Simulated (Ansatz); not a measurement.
# Tl2B: the cost of one run

Program: Ansatz 0.2.0. Level of theory: DFT PBE, scalar-relativistic, plane waves, PAW. These are calculated values, not measurements.

## 1. The structure to begin with

The structure is trigonal, space group R-3m (No. 166). The conventional cell has a = 3.752 Å, b = 3.752 Å, c = 19.128 Å, α = 90.00°, β = 90.00°, γ = 120.00°. Tl (site symmetry 3m) has 3 B at 2.58 Å in its first shell of neighbours. B (site symmetry -3m) has 6 Tl at 2.58 Å in its first shell of neighbours.

As a file:

```
CELL_PARAMETERS angstrom
1.87606 1.08315 6.37599
-1.87606 1.08315 6.37599
0.00000 -2.16629 6.37599
ATOMIC_POSITIONS crystal
Tl 0.73975 0.73975 0.73975
Tl 0.26025 0.26025 0.26025
B 0.00000 0.00000 0.00000
```

A structure generator made this guess: species swapped into a database cell of Ho2C (R-3m, No. 166), with Tl on the Ho sites and B on the C sites. Its size is a rough estimate.

## 2. The guess as it stands, on a coarse mesh

input.yaml

```yaml
crystal:
  lattice:
    - [1.87606254, 1.08314521, 6.37598708]
    - [-1.87606254, 1.08314521, 6.37598708]
    - [0.0, -2.16629042, 6.37598708]
  atoms:
    - { symbol: Tl, position: [0.73974711, 0.73974711, 0.73974711] }
    - { symbol: Tl, position: [0.26025289, 0.26025289, 0.26025289] }
    - { symbol: B, position: [0.0, 0.0, 0.0] }
basis:
  ecutwfc: 420
kpoints:
  mp_grid: { grid: [6, 6, 6] }
hamiltonian:
  xc: pbe
scf:
  occupations: { method: gaussian, width: 0.1 }
  lower_state_search: "off"
output:
  forces: true
  stress: true
  eigenvalues: true
```

The run is started by

```bash
$ ansatz run input.yaml --threads 1 --pin off --max-ram 2560MiB --backend cpu --events-out ev --progress --plain --runs-dir out
```

**Question.** How long does this run take on 1 thread of Intel Xeon 6975P-C (Granite Rapids), shared host, and how much memory does it need?

About 1.3 s, with a peak of 0.41 GiB.
